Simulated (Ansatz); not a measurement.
**LuCd: phonons and Grüneisen parameters**

How does the lattice vibrate, and how do the modes shift with volume? Displacements sample a 2×2×2 mesh. Runs: cell and atoms relaxed (PAW); reference run (PAW); volume scaled by 0.970 (PAW); volume scaled by 1.030 (PAW); mode Grüneisen parameters (PAW).

Method: DFT PBEsol, frozen-core PAW, scalar-relativistic unless said, in Ansatz 0.2.0.

2 further runs of the same task are left out: 1 that didn't finish, 1 set aside as unsound or not needed.

### Step 1. Starting point

It takes space group Pm-3m (No. 221, cubic). Conventional cell: a = 3.641 Å, b = 3.641 Å, c = 3.641 Å, α = 90.00°, β = 90.00°, γ = 90.00°. Around Lu (site symmetry m-3m) lie 8 Cd at 3.15 Å. Cd (site symmetry m-3m) has 8 Lu at 3.15 Å as nearest neighbours.

As a file:

```cif
data_structure
_symmetry_space_group_name_H-M 'P 1'
_symmetry_Int_Tables_number 1
_cell_length_a 3.6410
_cell_length_b 3.6410
_cell_length_c 3.6410
_cell_angle_alpha 90.000
_cell_angle_beta 90.000
_cell_angle_gamma 90.000
_cell_volume 48.27
loop_
_atom_site_label
_atom_site_type_symbol
_atom_site_fract_x
_atom_site_fract_y
_atom_site_fract_z
_atom_site_occupancy
Lu1 Lu 0.50000 0.50000 0.50000 1
Cd1 Cd 0.00000 0.00000 0.00000 1
```

Cartesian axes are those of the input's lattice vectors. The structure goes back to a database entry.

### Step 2. Cell and atoms relaxed, PAW

input.yaml reads:

```yaml
crystal:
  lattice:
    - [3.64099005, 0.0, 0.0]
    - [0.0, 3.64099005, 0.0]
    - [0.0, 0.0, 3.64099005]
  atoms:
    - { symbol: Lu, position: [0.5, 0.5, 0.5] }
    - { symbol: Cd, position: [0.0, 0.0, 0.0] }
kpoints:
  mp_grid: { grid: [8, 8, 8] }
scf:
  occupations: { method: fermi_dirac, width: 0.1 }
hamiltonian:
  xc: pbesol
  pseudopotentials: { kind: paw }
relax:
  f_tol: 0.002
  max_steps: 80
  cell: {}
output:
  forces: true
  stress: true
```

Run with:

```bash
> ansatz run input.yaml --threads 2 --pin off --max-ram 6144MiB --backend cpu --events-out ev --progress --plain --runs-dir out
```

### Step 3. Reference run, PAW

input.yaml reads:

```yaml
crystal:
  lattice:
    - [3.60853505697, 0.0, 0.0]
    - [0.0, 3.60853505697, 0.0]
    - [0.0, 0.0, 3.60853505697]
  atoms:
    - { symbol: Lu, position: [0.5, 0.5, 0.5] }
    - { symbol: Cd, position: [0.0, 0.0, 0.0] }
kpoints:
  mp_grid: { grid: [8, 8, 8] }
scf:
  occupations: { method: fermi_dirac, width: 0.1 }
hamiltonian:
  xc: pbesol
  pseudopotentials: { kind: paw }
phonons:
  qmesh: [2, 2, 2]
  qpath:
    path:
      - [0.0, 0.0, 0.0]
      - [0.0, 0.5, 0.0]
      - [0.5, 0.5, 0.0]
      - [0.0, 0.0, 0.0]
      - [0.5, 0.5, 0.5]
      - [0.0, 0.5, 0.0]
      - [0.5, 0.5, 0.5]
      - [0.5, 0.5, 0.0]
    npoints: 6
  temperatures: { t_min: 0, t_max: 1000, t_step: 100 }
```

### Step 4. Volume scaled by 0.970, PAW

Edit input.yaml of step 3 so:

```diff
@@ -2,5 +2,5 @@
   lattice:
-    - [3.60853505697, 0.0, 0.0]
-    - [0.0, 3.60853505697, 0.0]
-    - [0.0, 0.0, 3.60853505697]
+    - [3.57208271568, 0.0, 0.0]
+    - [0.0, 3.57208271568, 0.0]
+    - [0.0, 0.0, 3.57208271568]
   atoms:
```

### Step 5. Volume scaled by 1.030, PAW

Edit input.yaml of step 4 so:

```diff
@@ -2,5 +2,5 @@
   lattice:
-    - [3.57208271568, 0.0, 0.0]
-    - [0.0, 3.57208271568, 0.0]
-    - [0.0, 0.0, 3.57208271568]
+    - [3.64426545056, 0.0, 0.0]
+    - [0.0, 3.64426545056, 0.0]
+    - [0.0, 0.0, 3.64426545056]
   atoms:
```

(Steps that only read results are left out.)

**Question.** What will these runs give? Wanted: highest mode on the mesh, without the LO shift; optical modes at Γ.

The runs gave:

| quantity | value |
| --- | --- |
| highest mode on the mesh, without the LO shift (PAW) | 133 cm⁻¹ |
| optical modes at Γ | 117 (T1u) cm⁻¹ |
| mean Grüneisen parameter at 300 K (PAW) | 1.29 |

**Reading.** No mode on the mesh is unstable; the highest lies at 133 cm⁻¹ by PAW. Weighted by heat capacity at 300 K the mean Grüneisen parameter of the sampled modes is 1.29, which points to expansion on heating. Some modes have negative γ and soften under compression. Each set of modes is computed in the harmonic approximation. Cautions: frozen-core PAW files fitted under PBE, their cores solved anew for the functional of the run; responses of metals move with mesh and smearing.
